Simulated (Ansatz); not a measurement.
# ZnCd3SO: the cost of one run

Program: Ansatz 0.2.0. Level of theory: DFT PBE, scalar-relativistic, plane waves, PAW. These are calculated values, not measurements.

1 further run of the same task is left out (set aside as unsound or not needed).

### 1 The structure to begin with

The structure is tetragonal, space group P4/mmm (No. 123). Conventional cell: a = 3.600 Å, b = 3.600 Å, c = 10.282 Å, α = 90.00°, β = 90.00°, γ = 90.00°. Zn (site symmetry 4/mmm) has 6 Cd at 2.55 to 2.67 Å as nearest neighbours. Cd (site symmetry 4mm) is surrounded by 1 S at 2.47 Å and 1 Zn at 2.67 Å. Around Cd (site symmetry 4/mmm) lie 4 Zn at 2.55 Å. S (site symmetry 4/mmm) is surrounded by 2 Cd at 2.47 Å and 4 O at 2.55 Å. Around O (site symmetry 4/mmm) lie 4 S at 2.55 Å.

Structure file:

```cif
data_structure
_symmetry_space_group_name_H-M 'P4/mmm'
_symmetry_Int_Tables_number 123
_cell_length_a 3.5998
_cell_length_b 3.5998
_cell_length_c 10.2824
_cell_angle_alpha 90.000
_cell_angle_beta 90.000
_cell_angle_gamma 90.000
_cell_volume 133.24
loop_
_atom_site_label
_atom_site_type_symbol
_atom_site_symmetry_multiplicity
_atom_site_Wyckoff_symbol
_atom_site_fract_x
_atom_site_fract_y
_atom_site_fract_z
_atom_site_occupancy
Zn1 Zn 1 c 0.50000 0.50000 0.00000 1
Cd1 Cd 2 h 0.50000 0.50000 0.25946 1
Cd2 Cd 1 a 0.00000 0.00000 0.00000 1
S1 S 1 d 0.50000 0.50000 0.50000 1
O1 O 1 b 0.00000 0.00000 0.50000 1
```

The cell was relaxed beforehand at this level, from a generated guess; it is a trial structure. At a tolerance of 0.05 Å it has space group P4/mmm (No. 123); it has 22.21 Å³/atom, an uncorrected energy of +0.45 eV/atom over the elements.

### 2 Electronic structure at the relaxed geometry

File input.yaml:

```yaml
crystal:
  lattice:
    - [3.5997770556, 0.0, 0.0]
    - [0.0, 3.5997770556, 0.0]
    - [0.0, 0.0, 10.2824221424]
  atoms:
    - { symbol: Zn, position: [0.5, 0.5, 0.0] }
    - { symbol: Cd, position: [0.5, 0.5, 0.2594590441] }
    - { symbol: Cd, position: [0.5, 0.5, 0.7405409559] }
    - { symbol: Cd, position: [0.0, 0.0, 0.0] }
    - { symbol: S, position: [0.5, 0.5, 0.5] }
    - { symbol: O, position: [0.0, 0.0, 0.5] }
basis:
  ecutwfc: 420
kpoints:
  mp_grid: { grid: [10, 10, 4] }
  band_path:
    path:
      - [[0.0, 0.0, 0.0], [0.0, 0.5, 0.0], [0.5, 0.5, 0.0], [0.0, 0.0, 0.0], [0.0, 0.0, 0.5], [0.0, 0.5, 0.5], [0.5, 0.5, 0.5], [0.0, 0.0, 0.5]]
      - [[0.0, 0.5, 0.0], [0.0, 0.5, 0.5]]
      - [[0.5, 0.5, 0.0], [0.5, 0.5, 0.5]]
    npoints: 14
hamiltonian:
  xc: pbe
scf:
  occupations: { method: gaussian, width: 0.1 }
  n_extra_bands: 15
output:
  forces: true
  stress: true
  eigenvalues: true
  populations: true
  dos: { projected: true, de: 0.02, nscf_kmesh: { grid: [12, 12, 5] } }
  bader: true
  write_density: true
  write_potential: true
  elf: true
  volumetric_format: npy
```

The run is started by

```
ansatz run input.yaml --threads 1 --pin off --max-ram 2560MiB --backend cpu --events-out ev --progress --plain --runs-dir out
```

**Question.** How long does this run take on 1 thread of Arm Neoverse V2, shared host, and how much memory does it need?

About 2.1 min, with a peak of 0.81 GiB.
